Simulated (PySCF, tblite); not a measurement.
# CH₇FGe₂: geometry, NMR shifts and spin-spin couplings

Wanted: the NMR shifts and spin-spin couplings of CH₇FGe₂ (`F[CH2][GeH2][GeH3]`), by calculation.

Computed with tblite 0.8.0 and PySCF 2.14.0, with density-fitted response routines of our own, on a single molecule in the gas phase. Atoms are numbered from 0 throughout.

## 1. The molecule as given

11 atoms, charge 0, multiplicity 1; geometry from: force field or distance geometry start.

Bonds of the start (Å): F0–C1 1.38, C1–Ge2 1.94, Ge2–Ge3 2.40, C1–H4 1.13, C1–H5 1.11, Ge2–H6 1.54, Ge2–H7 1.56, Ge3–H8 1.54, Ge3–H9 1.56, Ge3–H10 1.54.

## 2. Geometry optimisation with GFN2-xTB, one coordinate held

Job settings and geometry (Å):

```
{"job": {"kind": "relax", "xc": "GFN2-xTB", "basis": "xTB"}, "charge": 0, "multiplicity": 1}
F     -1.697100    -1.559700     0.059500
C     -1.587700    -0.334400     0.691000
Ge    -0.348000     0.791800    -0.291300
Ge    -0.474100     0.242000    -2.626600
H     -1.189600    -0.499500     1.732800
H     -2.581300     0.150700     0.755000
H      1.088000     0.573500     0.216200
H     -0.748200     2.285600    -0.095700
H     -1.915800     0.451100    -3.125700
H     -0.083400    -1.253700    -2.802700
H      0.498700     1.135000    -3.418200
```

The run is started by

```bash
> OMP_NUM_THREADS=1 python probes_run.py task.json out
```

This one command runs all jobs of the session in turn.

The log of the run:

```text
step      E/eV     max force
  0    -388.38753    1.459
  1    -388.46574    0.785
  2    -388.52813    0.732
  3    -388.55565    0.614
  4    -388.57240    0.337
  5    -388.57650    0.224
  6    -388.58269    0.341
  7    -388.58760    0.358
  8    -388.59309    0.280
  9    -388.59608    0.197
 10    -388.59790    0.096
 11    -388.59910    0.108
 12    -388.60012    0.087
 13    -388.60079    0.082
 14    -388.60108    0.050
 15    -388.60116    0.024
 16    -388.60120    0.020
 17    -388.60126    0.024
 18    -388.60134    0.037
 19    -388.60145    0.041
 20    -388.60157    0.029
 21    -388.60167    0.034
 22    -388.60173    0.042
 23    -388.60177    0.041
 24    -388.60181    0.040
 25    -388.60186    0.042
 26    -388.60194    0.044
 27    -388.60202    0.043
 28    -388.60210    0.034
 29    -388.60217    0.026
 30    -388.60222    0.027
 31    -388.60227    0.029
 32    -388.60232    0.030
 33    -388.60237    0.031
 34    -388.60241    0.027
 35    -388.60246    0.023
 36    -388.60252    0.029
 37    -388.60259    0.026
 38    -388.60264    0.014
 39    -388.60266    0.011
 40    -388.60267    0.010
 41    -388.60269    0.016
 42    -388.60271    0.025
 43    -388.60275    0.031
 44    -388.60279    0.030
 45    -388.60283    0.023
 46    -388.60285    0.017
 47    -388.60285    0.013
 48    -388.60286    0.010
```

One coordinate is held by a constraint (a dihedral, as typed in the start), so the force along it need not vanish.

Step by step: (not every step is listed)

```tsv
step	energy from step 0 (eV)	largest force (eV/Å)
0	0.0000	1.4589
1	-0.0782	0.7847
2	-0.1406	0.7317
3	-0.1681	0.6143
4	-0.1849	0.3374
5	-0.1890	0.2241
6	-0.1952	0.3405
7	-0.2001	0.3577
8	-0.2056	0.2797
11	-0.2116	0.1079
14	-0.2135	0.0499
17	-0.2137	0.0241
20	-0.2140	0.0295
23	-0.2142	0.0411
26	-0.2144	0.0441
29	-0.2146	0.0262
32	-0.2148	0.0299
35	-0.2149	0.0234
38	-0.2151	0.0142
41	-0.2152	0.0164
43	-0.2152	0.0307
44	-0.2153	0.0301
45	-0.2153	0.0230
46	-0.2153	0.0169
47	-0.2153	0.0127
48	-0.2153	0.0100
```

Close pairs (by a distance rule), those that changed most:

```tsv
bond	before (Å)	after (Å)	change (Å)
Ge3–H9	1.556	1.493	-0.063
C1–Ge2	1.942	1.994	+0.052
Ge2–H7	1.559	1.510	-0.049
Ge3–H8	1.540	1.497	-0.043
Ge3–H10	1.540	1.499	-0.041
C1–H4	1.127	1.092	-0.036
Ge2–H6	1.539	1.509	-0.030
Ge2–Ge3	2.402	2.378	-0.024
```

The final coordinates are the input of the step that follows.

## 3. Nuclear shieldings: PBE0/pcSseg-1

Job settings and geometry (Å):

```
{"job": {"kind": "nmr", "xc": "PBE0", "basis": "pcSseg-1", "pop": false}, "charge": 0, "multiplicity": 1}
F     -1.647105    -1.506314     0.013323
C     -1.578196    -0.309139     0.706149
Ge    -0.318058     0.853363    -0.312251
Ge    -0.481395     0.229437    -2.601364
H     -1.257406    -0.546781     1.722138
H     -2.595047     0.089576     0.738104
H      1.060984     0.643105     0.262971
H     -0.649777     2.288004     0.023440
H     -1.863319     0.410006    -3.148869
H     -0.121203    -1.204070    -2.812915
H      0.419081     1.031089    -3.491421
```

With the program's defaults for keys left out, this is: GIAO PBE0/pcSseg-1 NMR shielding, non-relativistic, gas phase.

The log of the run:

```text
coarse grid: 42616 points
cycle   1  E = -4294.9262624139  dE = -1.191e+00  |g| = 1.219e+00  |ddm| = 3.046e+00
cycle   2  E = -4294.8791194334  dE =  4.714e-02  |g| = 1.256e+00  |ddm| = 1.114e+00
cycle   3  E = -4295.0160493100  dE = -1.369e-01  |g| = 1.626e-01  |ddm| = 7.490e-01
cycle   4  E = -4295.0192943125  dE = -3.245e-03  |g| = 6.556e-02  |ddm| = 1.135e-01
cycle   5  E = -4295.0198122962  dE = -5.180e-04  |g| = 6.388e-03  |ddm| = 3.605e-02
cycle   6  E = -4295.0198203548  dE = -8.059e-06  |g| = 1.762e-03  |ddm| = 7.825e-03
final grid: 86496 points
cycle   7  E = -4295.0198198842  dE =  2.599e-07  |g| = 2.101e-03  |ddm| = 3.825e-03
cycle   8  E = -4295.0198192557  dE =  6.285e-07  |g| = 2.723e-03  |ddm| = 4.127e-03
cycle   9  E = -4295.0198210464  dE = -1.791e-06  |g| = 2.385e-04  |ddm| = 2.166e-03
cycle  10  E = -4295.0198210544  dE = -8.034e-09  |g| = 4.201e-05  |ddm| = 1.665e-04
cycle  11  E = -4295.0198210547  dE = -2.419e-10  |g| = 2.369e-06  |ddm| = 2.613e-05
converged SCF energy = -4295.0198210547

GIAO shielding tensors (ppm)
atom      isotropic    diamagn.    paramagn.     s11        s22        s33       span
  0 F      452.424     474.790     -22.366    385.525    475.586    496.162    110.637
  1 C      106.951     245.449    -138.497     53.477     85.937    181.440    127.964
  2 Ge    1563.790    2756.028   -1192.238   1458.898   1555.530   1676.943    218.045
  3 Ge    1689.776    2754.494   -1064.718   1675.330   1685.757   1708.242     32.912
  4 H       26.308      29.394      -3.086     21.267     26.386     31.271     10.003
  5 H       26.536      28.523      -1.987     21.068     26.744     31.796     10.728
  6 H       27.647      29.564      -1.917     21.011     22.256     39.675     18.664
  7 H       27.780      29.269      -1.488     21.273     22.013     40.055     18.782
  8 H       28.430      28.222       0.208     21.537     22.816     40.936     19.399
  9 H       28.383      28.459      -0.076     21.212     23.301     40.637     19.425
 10 H       28.534      28.196       0.338     21.687     22.561     41.355     19.667
```

Wall time 24 s (1 thread, shared host).

The references, computed at this level on geometries of the same kind, shield at (ppm): 1H TMS 31.72, 13C TMS 186.9, 19F CFCl3 170.9, 73Ge GeMe4 1331. Their shielding less the atom's gives the shift. The references are single molecules in the gas phase, so shifts against H2O, NH3, PH3, H3PO4 or CFCl3 are not on the usual liquid scales and can be off by tens of ppm. Each atom is listed at this fixed geometry, with no averaging over motion; a spectrum would average atoms that exchange fast.

```tsv
atoms	environment	σ (ppm)	δ (ppm)
C1	sp3 CH2 bonded to F and Ge	107.0	80.0
H4	hydrogen on an sp3 CH2 bonded to F and Ge	26.31	5.41
H5	hydrogen on an sp3 CH2 bonded to F and Ge	26.54	5.18
H6	hydrogen on a germanium bonded to C, Ge	27.65	4.07
H7	hydrogen on a germanium bonded to C, Ge	27.78	3.94
H9	hydrogen on a germanium bonded to Ge	28.38	3.33
H8	hydrogen on a germanium bonded to Ge	28.43	3.29
H10	hydrogen on a germanium bonded to Ge	28.53	3.18
F0	fluorine on an sp3 carbon	452.4	-281.5
Ge2	germanium bonded to C, Ge, 2 H	1564	-233
Ge3	germanium bonded to Ge, 3 H	1690	-359
```

## 4. J couplings: B3LYP/pcSseg-1+pcJ-1

Settings changed since step 3:

```diff
@@ -1,2 +1,2 @@
-{"job": {"kind": "nmr", "xc": "PBE0", "basis": "pcSseg-1", "pop": false}, "charge": 0, "multiplicity": 1}
+{"job": {"kind": "j", "xc": "B3LYP", "basis": "pcJ-1"}, "charge": 0, "multiplicity": 1}
 F     -1.647105    -1.506314     0.013323
```

Level: B3LYP/pcJ-1 Ge:pcSseg-1 indirect spin-spin coupling, non-relativistic, gas phase.

The log of the run:

```text
coarse grid: 42616 points
cycle   1  E = -4295.7136935465  dE = -1.188e+00  |g| = 1.316e+00  |ddm| = 2.839e+00
cycle   2  E = -4295.6383499273  dE =  7.534e-02  |g| = 1.435e+00  |ddm| = 1.274e+00
cycle   3  E = -4295.8174111804  dE = -1.791e-01  |g| = 2.006e-01  |ddm| = 8.967e-01
cycle   4  E = -4295.8223102701  dE = -4.899e-03  |g| = 8.011e-02  |ddm| = 1.421e-01
cycle   5  E = -4295.8230399635  dE = -7.297e-04  |g| = 9.355e-03  |ddm| = 4.484e-02
cycle   6  E = -4295.8230583551  dE = -1.839e-05  |g| = 2.669e-03  |ddm| = 1.138e-02
cycle   7  E = -4295.8230601380  dE = -1.783e-06  |g| = 6.842e-04  |ddm| = 2.599e-03
final grid: 86496 points
cycle   8  E = -4295.8230633223  dE =  2.266e-08  |g| = 8.720e-04  |ddm| = 1.795e-03
cycle   9  E = -4295.8230632033  dE =  1.190e-07  |g| = 1.166e-03  |ddm| = 1.672e-03
cycle  10  E = -4295.8230634913  dE = -2.880e-07  |g| = 8.126e-05  |ddm| = 9.024e-04
cycle  11  E = -4295.8230634925  dE = -1.190e-09  |g| = 1.871e-05  |ddm| = 6.741e-05
cycle  12  E = -4295.8230634925  dE = -5.093e-11  |g| = 2.269e-06  |ddm| = 1.254e-05
converged SCF energy = -4295.8230634925

Indirect spin-spin couplings (Hz)
  i      j    bonds     total        FC       PSO       DSO        SD
  0 F    1 C    1   -223.439  -287.997    38.847     1.003    24.708
  0 F    4 H    2     54.817    43.529    14.654    -0.514    -2.852
  0 F    5 H    2     53.609    42.981    13.978    -0.417    -2.933
  0 F    6 H    3     -0.954    -0.608     1.041    -1.210    -0.177
  0 F    7 H    3     33.834    36.189     0.708    -2.964    -0.098
  0 F    9 H    4      3.137     2.917    -1.288     1.361     0.147
  0 F   10 H    4     10.289    12.275     0.650    -2.597    -0.040
  1 C    4 H    1    157.747   156.731    -0.280     1.296         -
  1 C    5 H    1    154.316   153.222    -0.227     1.321         -
  1 C    6 H    2      4.240     4.670    -0.034    -0.396         -
  1 C    7 H    2     11.587    11.963     0.000    -0.376         -
  1 C    8 H    3     -0.332    -0.255     0.019    -0.096         -
  1 C    9 H    3     -0.658    -0.596     0.101    -0.163         -
  1 C   10 H    3      5.873     6.436     0.195    -0.758         -
  4 H    5 H    2    -10.484   -11.428     2.420    -1.476         -
  4 H    6 H    3      3.259     3.059    -0.134     0.334         -
  4 H    7 H    3     -0.078     0.683     0.674    -1.435         -
  4 H    8 H    4     -0.893    -0.272     0.998    -1.619         -
  4 H    9 H    4     -0.204     0.108     0.807    -1.119         -
  4 H   10 H    4     -0.177     1.282     0.953    -2.413         -
  5 H    6 H    3      7.886     9.739     1.518    -3.370         -
  5 H    7 H    3      0.871     0.772    -0.051     0.151         -
  5 H    8 H    4      0.187    -0.086    -0.161     0.433         -
  5 H    9 H    4     -0.522     0.020     0.726    -1.267         -
  5 H   10 H    4     -2.093    -0.481     0.798    -2.411         -
  6 H    7 H    2      2.646     5.053     0.930    -3.337         -
  6 H    8 H    3     14.907    17.952     1.130    -4.174         -
  6 H    9 H    3     -1.674    -0.975     0.249    -0.949         -
  6 H   10 H    3     -2.009    -1.198     0.302    -1.113         -
  7 H    8 H    3     -1.994    -1.105     0.329    -1.217         -
  7 H    9 H    3     13.104    16.154     1.129    -4.178         -
  7 H   10 H    3     -1.976    -1.097     0.330    -1.210         -
  8 H    9 H    2     -0.063     2.788     1.128    -3.979         -
  8 H   10 H    2     -0.226     2.492     1.142    -3.860         -
  9 H   10 H    2      1.138     3.974     1.166    -4.001         -
```

Run time: 63 s. Hardware: 1 thread, shared host.

Couplings of 1 Hz or more, nine at most for each number of bonds (isotopes 13C, 19F, 1H):

```tsv
pair	bonds	J (Hz)	Fermi contact (Hz)	dihedral (°)
F0–C1	1	-223.4	-288.0	–
C1–H4	1	157.7	156.7	–
C1–H5	1	154.3	153.2	–
F0–H4	2	54.8	43.5	–
F0–H5	2	53.6	43.0	–
C1–H7	2	11.6	12.0	–
H4–H5	2	-10.5	-11.4	–
C1–H6	2	4.2	4.7	–
H6–H7	2	2.6	5.1	–
H9–H10	2	1.1	4.0	–
F0–H7	3	33.8	36.2	156
H6–H8	3	14.9	18.0	179
H7–H9	3	13.1	16.2	180
H5–H6	3	7.9	9.7	152
C1–H10	3	5.9	6.4	180
H4–H6	3	3.3	3.1	26
H6–H10	3	-2.0	-1.2	-62
H7–H8	3	-2.0	-1.1	-60
H7–H10	3	-2.0	-1.1	59
F0–H10	4	10.3	12.3	–
F0–H9	4	3.1	2.9	–
H5–H10	4	-2.1	-0.5	–
```

The spin-dipole term was solved for some atoms only; pairs without it lack that part.

The response was solved for the nuclei of C, F, H alone, so couplings that need other nuclei can be missing.

Quadrupole couplings from the field gradients of the same density:

```tsv
atom	isotope	eQq/h (MHz)	η
Ge2	73Ge	-18.3	0.09
Ge3	73Ge	-15.2	0.35
```

## 5. Results

| quantity | value |
| --- | --- |
| 13C shifts against TMS (PBE0/pcSseg-1) | 80.0 ppm |
| 1H shifts against TMS (PBE0/pcSseg-1) | 5.41, 5.18, 4.07, 3.94, 3.33, 3.29, 3.18 ppm |
| 19F shifts against CFCl3 (PBE0/pcSseg-1) | -281.5 ppm |
| 73Ge shifts against GeMe4 (PBE0/pcSseg-1) | -233, -359 ppm |
| largest coupling of the table (B3LYP/pcSseg-1+pcJ-1) | 1J(F,C) F0–C1, -223.4 Hz |

The optimisation took 48 steps and gained 0.215 eV; among the close pairs (by a distance rule), Ge3–H9 changed most, from 1.556 to 1.493 Å. Shifts at one fixed geometry are not the observed spectrum, which averages over the motion. The geometry holds a dihedral fixed, so it need not be a minimum. At PBE0/pcSseg-1: The largest span, 218 ppm, is at Ge2, where the paramagnetic term is -1192 ppm. In the run at B3LYP/pcSseg-1+pcJ-1, the largest coupling of the table is F0–C1, -223.4 Hz, of which the Fermi-contact term gives -288.0 Hz. Spin-orbit coupling is left out, which matters for shieldings and couplings at and beside the heavy atoms.
